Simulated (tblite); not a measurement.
# C19F16Si19: the cost of one run

Computed with tblite 0.8.0 and PySCF 2.14.0 and routines of our own; the level stands in each step. Atoms count from 0.

## 1. The starting structure

54 atoms, charge 0, multiplicity 1; geometry from: force field, distance geometry or constructed start.

## 2. Geometry optimisation with GFN2-xTB

The job: settings as JSON, then the geometry in Å.

```
{"job": {"kind": "relax", "xc": "GFN2-xTB", "basis": "xTB"}, "charge": 0, "multiplicity": 1}
C     -3.106700     0.880200    -0.001600
Si    -4.665000     1.779600    -0.006900
C     -6.206800     0.879700     0.001000
Si    -6.212700    -0.903600    -0.006200
C     -4.662800    -1.804200     0.003400
Si    -3.114900    -0.908500    -0.002600
C      1.539100     3.568700    -0.003300
Si    -0.007800     4.464700     0.001500
C     -1.558700     3.564900    -0.000400
Si    -1.564200     1.776200     0.001600
C     -0.013300     0.880800    -0.002100
Si     1.536500     1.775000    -0.000000
C      3.085700     0.882700     0.005000
Si    -0.009000    -0.908600    -0.002700
C      1.536800    -1.797900     0.000200
Si     3.087200    -0.907400     0.006300
C     -7.761800    -1.801100     0.000900
Si    -7.763300    -3.596400    -0.001000
C     -6.212600    -4.486200     0.002500
Si    -4.659000    -3.592100     0.002700
C      6.187200     0.885800     0.001500
Si     4.638400     1.778500    -0.000200
C      4.642700    -1.798400     0.006600
Si     6.185300    -0.912300    -0.001500
C     -1.560900    -1.800400     0.000900
Si    -1.567500    -3.593900     0.002500
C     -0.010500    -4.485700    -0.000700
Si     1.538400    -3.592400     0.001200
C      3.089700    -4.487600    -0.002000
Si     4.640400    -3.592600     0.003400
Si    -3.108000     4.462600    -0.001100
C     -4.663700     3.568300     0.000200
C      4.638300     3.567100    -0.001900
Si     3.091200     4.460700     0.003700
C     -3.110400    -4.486200    -0.003300
C      7.740200     3.569200    -0.002900
Si     6.188700     4.462100    -0.004100
Si     7.740600     1.779500    -0.002600
F     -7.362700     1.543100    -0.000100
F     -0.016000     6.145400     0.001200
F     -8.914100    -1.140300     0.003800
F     -9.211200    -4.438600     0.003700
F     -6.207100    -5.817000    -0.003600
F      7.647000    -1.748500    -0.001800
F     -0.014900    -5.816300     0.002400
F      3.087200    -5.816400    -0.003400
F      6.096700    -4.432900    -0.000600
F     -3.111900     6.144600     0.002300
F     -5.812000     4.232400     0.000200
F      3.091000     6.142700     0.002000
F     -3.112500    -5.825300     0.003100
F      8.898100     4.233300    -0.000300
F      6.189100     6.141600     0.000100
F      9.191200     0.935400    -0.003000
```

Started as:

```bash
OMP_NUM_THREADS=8 python large_run.py task.json out
```

This one command runs all jobs of the session in turn.

**Question.** How long does this first job take on 8 threads of Intel Xeon 6975P-C, shared host, and how much memory does it need?

About 36 s, with a peak of 0.17 GiB.
